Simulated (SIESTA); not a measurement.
Write the native input for SIESTA 5.4.2 that does the following.

| Property | Result |
| --- | --- |
| Task | single point |
| Functional | PBE |
| Potentials or basis | PseudoDojo 0.4 standard (PBE files) |
| Basis | DZP (energy shift 0.003 Ry; two zetas on semicore shells) |
| Grid cutoff | 500 Ry |
| Energy shift | 0.003 Ry |
| k mesh | 7 × 7 × 7 |
| Occupations | fermi-dirac, width 0.05 eV |
| Spin | no spin polarisation |

The system is Bi4Te3 (Pilsenite).

```xyz
7
Lattice="2.2255 1.2849 13.9627 -2.2255 1.2849 13.9627 0.0000 -2.5698 13.9627" Properties=species:S:1:pos:R:3 pbc="T T T"
Bi    0.0391    0.0066   35.7669
Bi    0.0015    0.0082    6.0853
Bi   -0.0364   -0.0036   11.8445
Bi   -0.0088    0.0325   30.0400
Te    0.0298    0.0011   24.0291
Te    0.0064    0.0182   17.8479
Te   -0.0037    0.0097   -0.0029
```

The cell isn't the ideal one: atoms moved at random, drawn with an rms of 0.05 Å.

These files were run (other wordings do the same):

Bi4Te3.fdf

```
SystemName                      Pilsenite
SystemLabel                     Bi4Te3
NumberOfSpecies                 2
NumberOfAtoms                   7
%block ChemicalSpeciesLabel
  1  83 Bi
  2  52 Te
%endblock ChemicalSpeciesLabel

LatticeConstant                 1.0 Ang
%block LatticeVectors
     2.2255000000     1.2848930241    13.9626666667
    -2.2255000000     1.2848930241    13.9626666667
     0.0000000000    -2.5697860482    13.9626666667
%endblock LatticeVectors
AtomicCoordinatesFormat         Fractional
%block AtomicCoordinatesAndAtomicSpecies
     0.8635100000     0.8459540000     0.8521480000  1  Bi
     0.1466850000     0.1460040000     0.1431400000  1  Bi
     0.2741180000     0.2904830000     0.2836950000  1  Bi
     0.7193970000     0.7233300000     0.7087210000  1  Bi
     0.5804920000     0.5670880000     0.5733740000  2  Te
     0.4298950000     0.4270060000     0.4213570000  2  Te
     0.0003460000     0.0020300000    -0.0025810000  2  Te
%endblock AtomicCoordinatesAndAtomicSpecies

%block kgrid.MonkhorstPack
    7   0   0  0.0
    0   7   0  0.0
    0   0   7  0.0
%endblock kgrid.MonkhorstPack
XC.Functional                   GGA
XC.Authors                      PBE
PAO.BasisSize                   DZP
PAO.EnergyShift                 0.003 Ry
Mesh.Cutoff                     500 Ry
OccupationFunction              FD
ElectronicTemperature           0.05 eV
MaxSCFIterations                120
SCF.MustConverge                false
SCF.Mixer.Method                Pulay
SCF.Mixer.Weight                0.25
SCF.Mixer.History               8
SCF.DM.Tolerance                5.0e-05
SCF.H.Tolerance                 1.0e-03 eV
WriteForces                     true
Charge.Mulliken                 end
%block PAO.Basis
  Bi 4
  n=6 0 2
    5.784 0.000
  n=6 1 2
    8.130 0.000
  n=5 2 2
    3.882 0.000
  n=6 2 1
    8.130
  Te 4
  n=5 0 2
    5.635 0.000
  n=5 1 2
    7.297 0.000
  n=4 2 2
    3.260 0.000
  n=5 2 1
    7.297
%endblock PAO.Basis
```

Potentials or basis: PseudoDojo 0.4 standard (PBE files), DZP (energy shift 0.003 Ry; two zetas on semicore shells).

Run with:

```bash
$ siesta < Bi4Te3.fdf > Bi4Te3.out 2>&1
```

It gave:

| Item | Value |
| --- | --- |
| Pressure | 1.6 GPa |
| Largest force | 0.468 eV/Å |
| Band gap on the k mesh | 0.20 eV, indirect (least direct gap 0.30 eV) |

Caveat: spin-orbit coupling is left out, which as a rule narrows the gap of such compounds by several tenths of an eV; an odd mesh through Γ misses points on the zone boundary, where band edges often lie; the basis of atomic orbitals isn't converged, which shifts pressures, moduli and gaps.

Run time: 15 min on 1 thread of Intel(R) Xeon(R) 6975P-C (Granite Rapids) (shared host), peak memory 4.5 GiB.
